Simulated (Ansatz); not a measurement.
## CH₅ClSn, SMILES [CH3][SnH2][Cl]: a rigid torsion scan, step by step

Program: Ansatz 0.2.0 through its Python package.

At the Python prompt:
```pycon
>>> import ansatz as az
>>> from ase import Atoms
>>> atoms = Atoms(["C", "Sn", "Cl", "H", "H", "H", "H", "H"], positions=[
...     (-0.8498, 0.6916, -0.199),
...     (0.63, -0.709, 0.1953),
...     (2.711, 0.2821, -0.1622),
...     (-0.7401, 1.0877, -1.2668),
...     (-1.8916, 0.2669, -0.0669),
...     (-0.7781, 1.6201, 0.4684),
...     (0.5282, -1.2393, 1.8615),
...     (0.4826, -2.0572, -0.8861),
... ])
>>> # start the scan from a relaxed geometry
>>> first = (
...     az.Crystal.molecule_from_ase(atoms).calculation()
...     .basis(gaussian="def2-SVP")
...     .functional("pbe0")
...     .relax(force_tolerance=0.02, max_steps=80)
... )
>>> atoms.positions = first.run(threads=1, backend="cpu").report["positions_ang"]

>>> start = atoms.get_dihedral(3, 0, 1, 2)
>>> energies = {}
>>> for turn in range(0, 360, 30):
...     turned = atoms.copy()
...     turned.set_dihedral(3, 0, 1, 2, start + turn, indices=[1, 2, 6, 7])
...     calculation = (
...         az.Crystal.molecule_from_ase(turned).calculation()
...         .basis(gaussian="def2-SVP")
...         .correlation("mp2")
...     )
...     energies[round((start + turn) % 360)] = calculation.run(threads=1, backend="cpu").report["free_energy_ev"]
...
>>> floor = min(energies.values())
>>> print("dihedral H3-C0-Sn1-Cl2 (deg)   E - E(min) (kJ/mol)")
dihedral H3-C0-Sn1-Cl2 (deg)   E - E(min) (kJ/mol)
>>> for angle, e in sorted(energies.items()):
...     print(f"{angle:8d} {96.485332 * (e - floor):14.3f}  " + "#" * int(30 * (e - floor) / max(max(energies.values()) - floor, 1e-9)))
...
      29          0.885  ##############
      59          0.000
      89          0.790  #############
     119          1.702  ############################
     149          0.917  ###############
     179          0.035
     209          0.848  ##############
     239          1.772  ##############################
     269          0.955  ################
     299          0.031
     329          0.796  #############
     359          1.684  ############################
```

Reading the output:
- The scan is rigid and the energies are electronic, in a modest basis. With rigid groups the curve can differ much from the relaxed path, the start wasn't checked as a minimum of this torsion, and equivalent turns needn't return to the same energy.
- def2 sets replace the cores of elements past krypton by effective core potentials.
- The start is relaxed with a density functional and scanned with the wavefunction method, so it isn't exactly that method's minimum.
- Timing: 24 s on 1 thread of Intel(R) Xeon(R) 6975P-C (Granite Rapids), on a shared host, peak memory 0.25 GiB.

(Lines on the test bed's own set-up are left out of the output.)
